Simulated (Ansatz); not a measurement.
**Al3Cu: a line through a two-coordinate scan**

How does the energy of Al3Cu (Pm-3m, No. 221; 4 atoms in the cell) vary with strain +e along z and -e/2 along x and y, at strain +e along x and -e along y = 0.0 %?

Computed with Ansatz 0.2.0 (DFT LDA, scalar-relativistic, plane waves, PAW, unless a step's input says otherwise).

1 further run of the same task is left out (set aside as unsound or not needed).

**1. The starting structure**

The structure is cubic, space group Pm-3m (No. 221). Conventional cell: a = 3.855 Å, b = 3.855 Å, c = 3.855 Å, α = 90.00°, β = 90.00°, γ = 90.00°. Around Al (site symmetry 4/mmm) lie 8 Al at 2.73 Å and 4 Cu at 2.73 Å. Cu (site symmetry m-3m) has 12 Al at 2.73 Å as nearest neighbours.

As a file:

```cif
data_structure
_symmetry_space_group_name_H-M 'Pm-3m'
_symmetry_Int_Tables_number 221
_cell_length_a 3.8549
_cell_length_b 3.8549
_cell_length_c 3.8549
_cell_angle_alpha 90.000
_cell_angle_beta 90.000
_cell_angle_gamma 90.000
_cell_volume 57.28
loop_
_atom_site_label
_atom_site_type_symbol
_atom_site_symmetry_multiplicity
_atom_site_Wyckoff_symbol
_atom_site_fract_x
_atom_site_fract_y
_atom_site_fract_z
_atom_site_occupancy
Al1 Al 3 c 0.00000 0.50000 0.50000 1
Cu1 Cu 1 a 0.00000 0.00000 0.00000 1
```

It goes back to an entry of the Materials Project, which need not be the stable form.

It is the result of an earlier relaxation at this level (volume 14.32 Å³/atom; gap on the mesh: none (metal)).

**2. The scan**

The energy is mapped over two homogeneous strains (x along [1 0 0], y along [0 1 0], z along [0 0 1] of the conventional cell).

The axes are (1) strain +e along x and -e along y: 7 values from −11.0 %; (2) strain +e along z and -e/2 along x and y: 7 values from −7.00 %.

Nothing else is relaxed (symmetry fixes all fractional coordinates). Energies count from the relaxed crystal. Points are written as (first, second).

**3. Point (0.0 %, −7.00 %)**

Contents of input.yaml:

```yaml
crystal:
  lattice:
    - [3.9898006248, 0.0, 0.0]
    - [0.0, 3.9898006248, 0.0]
    - [0.0, 0.0, 3.5850382426]
  atoms:
    - { symbol: Al, position: [0.0, 0.5, 0.5] }
    - { symbol: Al, position: [0.5, 0.0, 0.5] }
    - { symbol: Al, position: [0.5, 0.5, 0.0] }
    - { symbol: Cu, position: [0.0, 0.0, 0.0] }
basis:
  ecutwfc: 520.0
kpoints:
  mp_grid: { grid: [10, 10, 10] }
hamiltonian:
  xc: lda
  pseudopotentials: { kind: paw, azcp: { folder: soft_1 } }
scf:
  occupations: { method: gaussian, width: 0.15 }
output:
  forces: true
  stress: true
  eigenvalues: true
  write_density: true
  write_potential: true
  elf: true
  volumetric_format: npy
```

Launch:

```sh
ansatz run input.yaml --threads 2 --pin off --max-ram 4096MiB --backend cpu --events-out ev --progress --plain --runs-dir out
```

The session goes on with these runs: the other points of the line.

Q: Predict the outcome of this session. Wanted: for each run, strain +e along z and -e/2 along x and y; energy; slope; pressure.

**Answer**, as computed:

```
strain +e along z and -e/2 along x and y (%)  step  energy (meV/atom)  slope (meV/atom per %)  pressure (GPa)
                                       −7.00     3                 36                    −8.8            0.77
                                       −4.67     4                 18                    −6.6            0.40
                                       −2.33     5                  5                    −4.2            0.12
                                        0.00     –                  0                     0.0            0.02
                                        2.33     6                  5                     4.3            0.13
                                        4.67     7                 19                     7.1            0.48
                                        7.00     8                 38                     9.3            1.12
```

Energies count from the relaxed crystal. Rows without a step come from runs not printed here or follow by symmetry. Slopes come from the forces (and the stress, where the cell changes), not from differences of energies.

The lowest point of the line is at 0.00 %, 0 meV/atom from the zero. A fit to energies and slopes at the lowest point and its two neighbours puts the minimum at 0.000 %, with a curvature of about 2.2 meV/atom per %². Divided by the reference volume, that is a stiffness of about 240 GPa for this pattern of strain. The highest point computed, at 7.00 %, lies 38 meV/atom above the lowest. This is one cut through a surface in two coordinates; it holds the lowest point sampled, which need not be a minimum.
